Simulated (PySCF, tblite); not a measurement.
**C3H4BrP3Si: geometry, infrared bands and NMR shifts**

Wanted: the infrared bands and NMR shifts of C3H4BrP3Si (`[SiH3]c1pcpc(Br)p1`), by calculation.

The runs use tblite 0.8.0 and PySCF 2.14.0, with density-fitted response routines of our own; the level of theory stands in each step. All values are computed, except where a source is named. Atoms count from 0, in the outputs and in this text.

### 1 The starting structure

12 atoms, charge 0, multiplicity 1; geometry from: force field or distance geometry start.

Bonds of the start (Å): Si0–C1 1.83, C1–P2 1.75, P2–C3 1.75, C3–P4 1.73, P4–C5 1.73, C5–Br6 1.91, C5–P7 1.74, P7–C1 1.72, Si0–H8 1.47, Si0–H9 1.46, Si0–H10 1.48, C3–H11 1.11.

### 2 Optimising the geometry with GFN2-xTB

Job settings and geometry (Å):

```
{"job": {"kind": "relax", "xc": "GFN2-xTB", "basis": "xTB"}, "charge": 0, "multiplicity": 1}
Si     2.548000     0.122100     0.012700
C      0.719400    -0.017400    -0.011100
P     -0.092600    -1.569200     0.021800
C     -1.842000    -1.694900    -0.004700
P     -2.825700    -0.276800    -0.024100
C     -2.063900     1.272300    -0.054600
Br    -2.978500     2.952600    -0.094900
P     -0.322500     1.352400    -0.032200
H      2.995600     1.525400    -0.053400
H      3.172000    -0.562900    -1.119600
H      3.012900    -0.411800     1.315500
H     -2.321600    -2.692600     0.018800
```

Run with:

```bash
$ OMP_NUM_THREADS=1 python probes_run.py task.json out
```

The driver reads the jobs from task.json and runs them one after another.

**Question.** This job is followed by: GFN2-xTB harmonic vibrations, gas phase; GIAO PBE0/pcSseg-1 NMR shielding, non-relativistic, gas phase. What will the session give for the following? strongest single infrared mode (GFN2-xTB); zero-point energy (GFN2-xTB); 13C shifts against TMS (PBE0/pcSseg-1); 1H shifts against TMS (PBE0/pcSseg-1, means over atoms taken as alike); 29Si shifts against TMS (PBE0/pcSseg-1); 31P shifts against H3PO4 (PBE0/pcSseg-1); 79Br shifts against HBr (PBE0/pcSseg-1).

**Answer**, as computed:

| quantity | value |
| --- | --- |
| strongest single infrared mode (GFN2-xTB) | 784 cm⁻¹, 561 km/mol |
| zero-point energy (GFN2-xTB) | 33.8 kcal/mol |
| 13C shifts against TMS (PBE0/pcSseg-1) | 218.6, 200.1, 189.2 ppm |
| 1H shifts against TMS (PBE0/pcSseg-1, means over atoms taken as alike) | 10.96, 5.03 ppm |
| 29Si shifts against TMS (PBE0/pcSseg-1) | -61.4 ppm |
| 31P shifts against H3PO4 (PBE0/pcSseg-1) | 287.4, 282.4, 255.9 ppm |
| 79Br shifts against HBr (PBE0/pcSseg-1) | 908 ppm |

**Reading.** The optimisation took 32 steps and gained 1.481 eV; among the close pairs (by a distance rule), Si0–C1 changed most, from 1.834 to 1.909 Å. The lowest mode is slightly imaginary (15i cm⁻¹), a soft motion within the noise of the Hessian, so the minimum is not strictly shown. The strongest single mode, at 784 cm⁻¹, is spread over several atoms, H9, H10, H8 among them. GFN2-xTB is a fitted tight-binding method: band positions and strengths are rough. Its intensities can rank the bands wrongly. C5 stands next to heavy halogen, whose spin-orbit shielding this run leaves out, so the computed shift lies too far downfield, most of all for carbon beside Br or I. At PBE0/pcSseg-1: Shielding is most anisotropic at Br6 (span 1511 ppm, paramagnetic term -1406 ppm). NICS(1)zz of -21 ppm above the planar ring from C1 marks a diatropic (aromatic) ring current. Spin-orbit coupling is left out, which matters for shieldings and couplings at and beside the heavy atoms.
